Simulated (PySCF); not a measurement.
# CH6Cl2GaN: the cost of one run

Computed with PySCF 2.14.0, with density-fitted response routines of our own, on a single molecule in the gas phase. Atoms count from 0, in the outputs and in this text.

**1. Starting geometry**

11 atoms, charge 0, multiplicity 1; geometry from: GFN2-xTB. The atoms were then displaced at random by about 0.01 Å, so the start is not that level's minimum.

Bonds of the start (Å): C0–Ga1 2.06, Ga1–N2 2.30, Ga1–Cl3 2.12, Ga1–Cl4 2.10, C0–H5 1.07, C0–H6 1.09, C0–H7 1.08, N2–H8 1.01, N2–H9 1.03, N2–H10 1.00.

**2. Relaxing the molecule at PBE0-D3(BJ)/def2-SVP**

The job: settings as JSON, then the geometry in Å.

```
{"job": {"xc": "PBE0", "basis": "def2-SVP", "d3": "d3bj", "grid": 1, "shake": 0.01, "kind": "geom"}, "charge": 0, "multiplicity": 1}
C      1.649120    -0.569470     0.387870
Ga     0.230510     0.912950     0.161480
N     -1.587290    -0.336220    -0.478320
Cl     0.305370     2.155910    -1.552350
Cl    -0.669050     1.766170     1.860870
H      1.312430    -1.255960     1.141780
H      2.597700    -0.128310     0.696910
H      1.803210    -1.063510    -0.564170
H     -2.334070     0.329690    -0.588230
H     -1.849570    -1.004950     0.253890
H     -1.420240    -0.832130    -1.335400
```

On the command line:

```
> OMP_NUM_THREADS=1 python probes_run.py task.json out
```

One launch serves the whole session: the jobs run in the order shown.

Q: Estimate the wall time and peak memory of this first job on 1 thread of Arm Neoverse N1, shared host.

About 55 s, with a peak of 0.53 GiB.
